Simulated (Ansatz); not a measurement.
# CH4GaNO: the cost of one run

Method: RKS PBE/def2-SVP, in Ansatz 0.2.0.

## (1) The system as given

Bond lengths: N1–C2 1.258 Å, C2–O3 1.352 Å, C2–Ga4 2.040 Å, N1–H5 1.016 Å, O3–H6 0.973 Å, Ga4–H7 1.606 Å, Ga4–H8 1.575 Å. Angles: N1–C2–O3 119.4°, N1–C2–Ga4 147.6°, O3–C2–Ga4 93.1°, C2–N1–H5 115.6°, C2–O3–H6 111.3°, C2–Ga4–H7 125.4°, C2–Ga4–H8 114.1°, H7–Ga4–H8 120.4°.

Coordinates:

```xyz
8

N     0.2672    1.6984   -0.5719
C     0.1497    0.5649   -0.0391
O     0.6172    0.3698    1.2149
Ga   -0.4974   -1.3612   -0.2152
H    -0.1029    1.7817   -1.5140
H     1.0121    1.1827    1.5744
H    -1.2123   -1.9886   -1.5088
H    -0.2336   -2.2478    1.0597
```

## (2) Relaxing end A

Input file input.yaml:

```yaml
crystal:
  periodic: [false, false, false]
  atoms:
    - { symbol: "N", position_ang: [0.26721, 1.69843, -0.57189] }
    - { symbol: C, position_ang: [0.14973, 0.56491, -0.03907] }
    - { symbol: O, position_ang: [0.61722, 0.3698, 1.21486] }
    - { symbol: Ga, position_ang: [-0.49737, -1.36122, -0.21518] }
    - { symbol: H, position_ang: [-0.10292, 1.78174, -1.51405] }
    - { symbol: H, position_ang: [1.01208, 1.18271, 1.57445] }
    - { symbol: H, position_ang: [-1.2123, -1.98857, -1.50882] }
    - { symbol: H, position_ang: [-0.23364, -2.24779, 1.05969] }
basis:
  gaussian: { orbitals: def2-SVP }
hamiltonian:
  xc: pbe
relax:
  f_tol: 0.015
  max_steps: 40
```

Run with:

```
ansatz run input.yaml --threads 2 --pin off --max-ram 3072MiB --backend cpu --events-out ev --progress --plain --runs-dir out
```

What time and memory should one allow on 2 threads of Arm Neoverse V1, shared host?

About 18 s, with a peak of 0.14 GiB.
